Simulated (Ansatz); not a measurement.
# Al2O3: the cost of one run

Computed with Ansatz 0.2.0 (DFT LDA, scalar-relativistic, plane waves, PAW, unless a step's input says otherwise).

2 further runs of the same task are left out: 1 that didn't finish, 1 set aside as unsound or not needed.

**1. The system as given**

Symmetry: Cmcm, No. 63, orthorhombic system. The conventional cell has a = 2.640 Å, b = 8.789 Å, c = 6.850 Å, α = 90.00°, β = 90.00°, γ = 90.00°. Al (site symmetry 2/m) has 6 O at 1.86 to 1.94 Å as nearest neighbours. Al (site symmetry m2m) is surrounded by 6 O at 1.85 to 2.03 Å. O (site symmetry m) has 4 Al at 1.86 to 2.03 Å as nearest neighbours. Around O (site symmetry m2m) lie 4 Al at 1.85 to 1.94 Å.

Structure file:

```cif
data_structure
_symmetry_space_group_name_H-M 'Cmcm'
_symmetry_Int_Tables_number 63
_cell_length_a 2.6399
_cell_length_b 8.7891
_cell_length_c 6.8504
_cell_angle_alpha 90.000
_cell_angle_beta 90.000
_cell_angle_gamma 90.000
_cell_volume 158.95
loop_
_atom_site_label
_atom_site_type_symbol
_atom_site_symmetry_multiplicity
_atom_site_Wyckoff_symbol
_atom_site_fract_x
_atom_site_fract_y
_atom_site_fract_z
_atom_site_occupancy
Al1 Al 4 a 0.00000 0.00000 0.00000 1
Al2 Al 4 c 0.50000 0.25244 0.25000 1
O1 O 8 f 0.00000 0.36388 0.42352 1
O2 O 4 c 0.00000 0.10418 0.25000 1
```

It goes back to an entry of the Materials Project, which need not be the stable form.

It is the result of an earlier relaxation at this level (volume 7.95 Å³/atom; gap on the mesh: 4.87 eV).

**2. The reference: the undisturbed cell on the scan's mesh**

Input file input.yaml:

```yaml
crystal:
  lattice:
    - [1.3199567671, -4.3945328002, 0.0]
    - [1.3199567671, 4.3945328002, 0.0]
    - [0.0, 0.0, 6.850440153]
  atoms:
    - { symbol: Al, position: [0.0, 0.0, 0.5] }
    - { symbol: Al, position: [0.2475594777, 0.7524405223, 0.75] }
    - { symbol: Al, position: [0.7524405223, 0.2475594777, 0.25] }
    - { symbol: Al, position: [0.0, 0.0, 0.0] }
    - { symbol: O, position: [0.6361152298, 0.3638847702, 0.9235214306] }
    - { symbol: O, position: [0.895822806, 0.104177194, 0.75] }
    - { symbol: O, position: [0.3638847702, 0.6361152298, 0.0764785694] }
    - { symbol: O, position: [0.3638847702, 0.6361152298, 0.4235214306] }
    - { symbol: O, position: [0.104177194, 0.895822806, 0.25] }
    - { symbol: O, position: [0.6361152298, 0.3638847702, 0.5764785694] }
basis:
  ecutwfc: 420
kpoints:
  mp_grid: { grid: [8, 8, 4] }
hamiltonian:
  xc: lda
scf:
  occupations: { method: gaussian, width: 0.05 }
output:
  forces: true
  stress: true
  eigenvalues: true
```

On the command line:

```
ansatz run input.yaml --threads 2 --pin off --max-ram 5120MiB --backend cpu --events-out ev --progress --plain --runs-dir out
```

Q: Estimate wall time and peak memory on 2 threads of Intel Xeon Platinum 8259CL at 2.50GHz (Skylake/Cascade Lake), shared host.

About 8.1 s, with a peak of 0.47 GiB.
